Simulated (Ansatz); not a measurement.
**F4Ga2H2O2: a ladder of functionals and wavefunction methods**

How much do the methods differ for F4Ga2H2O2? The plan is to run it at one geometry with functionals of several rungs and with coupled cluster. The yardstick is the atomisation energy at the CCSD(T) limit.

Program: Ansatz 0.2.0, Gaussian basis. Level of theory: functionals in def2-TZVPP, the program's frozen cores in correlated methods. These are calculated values, not measurements.

Plan: LDA (SPW92), PBE-D4, revPBE-D4, BLYP-D4, r2SCAN-D4, B97M-V, PBE0-D4, B3LYP-D4, r2SCANh-D4, r2SCAN0-D4, HSE06-D4, BHLYP-D4, CAM-B3LYP-D4, LC-ωPBE, ωB97X-V, ωB97M-V, B2PLYP, PBE-QIDH; CCSD(T)/def2-SVP; CCSD(T)/def2-TZVPP; MP2/def2-QZVPP; extrapolation to the limit; RPA on PBE.

## (1) The geometry

The geometry comes from an earlier relaxation with PBE0-D4 in a triple-zeta def2 set; it is a stationary point, not always the lowest conformer.

SMILES `[F][Ga-]1([F])[OH+][Ga-]([F])([F])[OH+]1`, 10 atoms, charge 0, spin multiplicity 1.

Atoms are counted from 1 here; the program's logs count them from 0.

Bond lengths: F1–Ga2 1.738 Å, Ga2–F3 1.738 Å, Ga2–O4 1.917 Å, Ga2–O8 1.917 Å, O4–Ga5 1.917 Å, O4–H9 0.962 Å, Ga5–F6 1.738 Å, Ga5–F7 1.738 Å, Ga5–O8 1.917 Å, O8–H10 0.962 Å. Angles: F1–Ga2–F3 120.8°, F1–Ga2–O4 115.1°, F1–Ga2–O8 108.5°, F3–Ga2–O4 108.6°, F3–Ga2–O8 115.1°, O4–Ga2–O8 82.5°, Ga2–O4–Ga5 97.5°, Ga2–O4–H9 119.0°, Ga5–O4–H9 119.0°, O4–Ga5–F6 108.6°, O4–Ga5–F7 115.1°, O4–Ga5–O8 82.5°, F6–Ga5–F7 120.8°, F6–Ga5–O8 115.1°, F7–Ga5–O8 108.5°, Ga2–O8–Ga5 97.5°, Ga2–O8–H10 119.0°, Ga5–O8–H10 119.0°.

## (2) LDA

This LDA is Slater exchange with PW92 correlation.

The input, in.yaml:

```yaml
crystal:
  periodic: [false, false, false]
  atoms:
    - {symbol: F, position_ang: [0.457708, -2.713216, 0.060595]}
    - {symbol: Ga, position_ang: [0.673967, -1.093772, 0.654417]}
    - {symbol: F, position_ang: [1.694227, -0.776135, 2.025608]}
    - {symbol: O, position_ang: [-0.938519, -0.074092, 0.843527]}
    - {symbol: Ga, position_ang: [-0.674625, 1.093674, -0.653907]}
    - {symbol: F, position_ang: [-0.457184, 2.713494, -0.061547]}
    - {symbol: F, position_ang: [-1.693309, 0.775821, -2.026219]}
    - {symbol: O, position_ang: [0.937938, 0.074056, -0.842994]}
    - {symbol: H, position_ang: [-1.150004, 0.307879, 1.700195]}
    - {symbol: H, position_ang: [1.149801, -0.307718, -1.699676]}
basis:
  gaussian: {orbitals: def2-TZVPP}
hamiltonian: {xc: lda}
output: {orbitals: {seedname: orbitals}}
```

Run with:

```
$ ansatz run in.yaml --threads 2 --pin off --events-out ev --progress --plain --max-ram 22528MiB --backend cuda --devices 0, --max-vram 18GiB
```

After this run come: PBE-D4 (GGA); revPBE-D4 (GGA); BLYP-D4 (GGA); r2SCAN-D4 (meta-GGA); B97M-V (meta-GGA); B3LYP-D4 (hybrid); r2SCANh-D4 (hybrid); r2SCAN0-D4 (hybrid); HSE06-D4 (hybrid); BHLYP-D4 (hybrid); CAM-B3LYP-D4 (range-separated); LC-ωPBE (range-separated); ωB97X-V (range-separated); ωB97M-V (range-separated); B2PLYP (double hybrid); PBE-QIDH (double hybrid); CCSD(T) in def2-SVP; CCSD(T) in def2-TZVPP; MP2 in def2-QZVPP; RPA on PBE orbitals.

Q: Predict the results of all the runs planned. Wanted: atomisation energy, CCSD(T)/CBS; farthest beyond LDA; mean size of error, GGA; mean size of error, meta-GGA; mean size of error, hybrid; mean size of error, range-separated; mean size of error, double hybrid; gap, smallest and largest; T1 diagnostic.

The runs gave:

```
                               quantity                                  value
        atomisation energy, CCSD(T)/CBS                          3822.5 kJ/mol
 functionals within 38.2 kJ/mol (1.0 %)    PBE-D4, r2SCAN-D4, LC-ωPBE, ωB97X-V
                    farthest beyond LDA               BHLYP-D4 (-290.4 kJ/mol)
                mean size of error, GGA                            83.3 kJ/mol
           mean size of error, meta-GGA                            47.9 kJ/mol
             mean size of error, hybrid                           149.0 kJ/mol
    mean size of error, range-separated                            43.3 kJ/mol
      mean size of error, double hybrid                            82.5 kJ/mol
              gap, smallest and largest  6.17 eV (BLYP-D4), 14.42 eV (LC-ωPBE)
                          T1 diagnostic                                 0.0135
triples share of the correlation energy                                  3.2 %
```

The LDA atomisation energy is off by 618.1 kJ/mol (16 %): it overbinds. PBE-D4 is off by +3.2 kJ/mol. Double hybrids carry the basis error of their MP2 part in triple zeta, and no dispersion term here, so their miss is partly the set-up's. By mean error the best rung here is range-separated (43.3 kJ/mol) and the worst beyond LDA is hybrid (149.0 kJ/mol). The gap between the best rungs is small, so their order is not settled. The mean of the hybrids holds BHLYP, with half exact exchange. The reference freezes the cores and leaves out relativity and excitations past (T), and its outer-core shells are covered unevenly, so misses under about 38.2 kJ/mol can't be ranked. Hartree-Fock recovers 69 % of the binding; the rest is correlation. CCSD(T) in def2-SVP is off by -221.8 kJ/mol, which most functionals beat. Orbital gaps span 6.2 to 14.4 eV; exact exchange widens them. Correlated methods include outer-core shells of Ga, which these sets cover unevenly.
